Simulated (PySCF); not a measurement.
# CoF3: relaxation and vibrations of the singlet

Aim: relax CoF3 as a singlet from a trigonal pyramidal start, check by its vibrations whether the end is a minimum, and collect its spectrum and constants.

The runs use PySCF 2.14.0; PBE0, basis Co def2-SVP, F def2-SVP, no relativity, density fitting.

**1. Starting geometry**

4 atoms, charge 0, spin multiplicity 1.

Bond lengths: Co1–F2 1.750 Å, Co1–F3 1.750 Å, Co1–F4 1.750 Å. Angles: F2–Co1–F3 99.8°, F2–Co1–F4 99.8°, F3–Co1–F4 99.8°.

Z-matrix (Å, degrees; charge 0 multiplicity 1):
```
Co
F  1 1.7500
F  1 1.7500 2 99.75
F  1 1.7500 2 99.75 3 -101.77
```

**2. Trigonal pyramidal start, singlet: relaxation**

The steps below are one call of a driver around PySCF. For each, scf.py gives the equivalent set-up of the SCF; relaxations use the driver's own optimiser. Before each start the driver seeks the lowest SCF state from one or more starting densities and follows internal instabilities, so scf.py alone need not reach the same state.

The program finds C3v symmetry in the start, which this walk keeps.

Contents of scf.py:

```python
from pyscf import gto, scf, dft
mol = gto.M(atom='''
Co     0.000000     0.000000    -0.403933
F      1.545152     0.000041     0.417667
F     -0.772612     1.338121     0.417667
F     -0.772540    -1.338162     0.417667''',
    basis={'Co': 'def2-SVP', 'F': 'def2-SVP'},
    charge=0, spin=0)
mf = dft.RKS(mol, xc='PBE0')
mf.grids.atom_grid = (50, 194)
aux = {'Co': 'def2-universal-JKFIT', 'F': 'def2-universal-JKFIT'}
mf = mf.density_fit(auxbasis=aux)
mf.kernel()
```

Energy and gradient, step by step:

```tsv
step	energy (Eh)	change (kJ/mol)	largest symmetric gradient (Eh/bohr)
0	-1681.312644	0.00	0.07340
1	-1681.325431	-33.57	0.02138
2	-1681.327203	-38.22	0.00444
3	-1681.327342	-38.59	0.00088
4	-1681.327346	-38.60	0.00018
5	-1681.327346	-38.60	0.00001
```

The walk needed 4.2 s of wall time on 4 threads, shared host.

It settles in C3v symmetry, 38.6 kJ/mol below the start, after 5 steps: Co–F 1.675 Å (×3); F–Co–F 109.6° (×3).

**3. Is it a minimum? Harmonic modes**

The point is checked on the finer grid, and tightened if its gradient asks for it. The Hessian and the dipole derivatives come from central differences of analytic gradients, with steps of 0.01 bohr.

scf.py, as its differences from that of step 2:

```diff
@@ -3,4 +3,4 @@
-Co     0.000000     0.000000    -0.403933
-F      1.545152     0.000041     0.417667
-F     -0.772612     1.338121     0.417667
-F     -0.772540    -1.338162     0.417667''',
+Co    -0.000000     0.000000    -0.274696
+F      1.580458     0.000042     0.282755
+F     -0.790266     1.368696     0.282755
+F     -0.790193    -1.368738     0.282755''',
@@ -10 +10 @@
-mf.grids.atom_grid = (50, 194)
+mf.grids.atom_grid = (75, 302)
```

This SCF starts from the last density.

SCF at the final geometry:

```text
init E= -1681.32741362562
  HOMO = -0.362305066307838  LUMO = -0.179531989529512  gap/eV = 4.97351
cycle= 1 E= -1681.32741362467  delta_E= 9.54e-10  |g|= 8.4e-05  |ddm|= 7.67e-05
  HOMO = -0.362310902949492  LUMO = -0.179538786999745  gap/eV = 4.97348
cycle= 2 E= -1681.32741361717  delta_E= 7.5e-09  |g|= 0.000226  |ddm|= 0.000179
  HOMO = -0.362303780396606  LUMO = -0.179528651496248  gap/eV = 4.97356
cycle= 3 E= -1681.32741362544  delta_E= -8.27e-09  |g|= 5.31e-05  |ddm|= 0.000133
  HOMO = -0.362306036640356  LUMO = -0.179532113257726  gap/eV = 4.97353
cycle= 4 E= -1681.32741362591  delta_E= -4.69e-10  |g|= 2.01e-06  |ddm|= 2.76e-05
  HOMO = -0.362306342070813  LUMO = -0.17953238590309  gap/eV = 4.97353
cycle= 5 E= -1681.32741362591  delta_E= -7.73e-12  |g|= 1.05e-06  |ddm|= 3.04e-06
  HOMO = -0.362306252571102  LUMO = -0.179532315313652  gap/eV = 4.97353
Extra cycle  E= -1681.32741362592  delta_E= -6.37e-12  |g|= 1.48e-06  |ddm|= 3.08e-06
converged SCF energy = -1681.32741362592
```

The whole step took 9.4 s.

Geometry: C3v; Co–F 1.676 Å (×3); F–Co–F 109.5° (×3).

Modes, for the most abundant isotopes:

```json
{"symmetry": "e", "ω (cm⁻¹)": "189", "IR (km/mol)": "25.3", "μ (u)": "20.91", "type": "bend"}
{"symmetry": "a1", "ω (cm⁻¹)": "217", "IR (km/mol)": "34.7", "μ (u)": "25.87", "type": "bend"}
{"symmetry": "a1", "ω (cm⁻¹)": "709", "IR (km/mol)": "26.4", "μ (u)": "20.38", "type": "stretch"}
{"symmetry": "e", "ω (cm⁻¹)": "777", "IR (km/mol)": "186", "μ (u)": "23.87", "type": "stretch"}
```

No imaginary mode, so this is a minimum.

Constants and moments:

```
Dipole moment                                                   : 3.01 D
Highest occupied level                                          : -9.86 eV
Lowest empty level                                              : -4.89 eV
Rotational constants                                            : 0.2102, 0.2102, 0.1184 cm⁻¹
Zero-point energy                                               : 17.1 kJ/mol
Principal polarisabilities                                      : 15.3, 24.8, 24.8 bohr³
Atomisation energy without zero-point energy                    : 1020 kJ/mol
Principal traceless quadrupole moments about the centre of mass : -2.89, -2.89, 5.79 D Å
Entropy at 298.15 K and 1 bar                                   : 294.7 J/(mol K)
Heat capacity Cp at 298.15 K                                    : 65.5 J/(mol K)
Enthalpy at 298.15 K above 0 K                                  : 15.09 kJ/mol
Rotational symmetry number                                      : 3
```

Populations by atom (charges in e):

```csv
atom,Mulliken,Löwdin,polar tensor,Mayer order to Co1
Co1,1.08,0.64,1.60,–
"F2,3,4",-0.36,-0.21,-0.53,1.00
```

Mulliken populations on Co1: s 6.30, p 12.44, d 7.18, f 0.00.

**4. Stability of the closed shell**

At the lowest minimum the closed shell is tested against spin polarisation, on the (50, 194) grid. It is unstable: an open-shell solution lies lower. That solution was not followed to a minimum here.

**5. What came out**

| quantity | value |
| --- | --- |
| minimum | singlet, C3v (closed shell, unstable towards spin polarisation) |
| geometry | Co–F 1.676 Å (×3); F–Co–F 109.5° (×3) |
| wavenumbers (cm⁻¹) | 189 (e), 217 (a1), 709 (a1), 777 (e) |
| dipole moment | 3.01 D |
| highest occupied, lowest empty level | -9.86, -4.89 eV |
| polar-tensor charge of Co1 | +1.60 e |
| zero-point energy | 17.1 kJ/mol |

**Reading.** The trigonal pyramidal start keeps its C3v symmetry and ends in a minimum. The strongest infrared band lies at 777 cm⁻¹ (e, stretch). Other starts or spin states, not run here, may lie lower. Spin polarisation would lower this closed shell, so its numbers describe a constrained state.

The search up to here took 20 s.
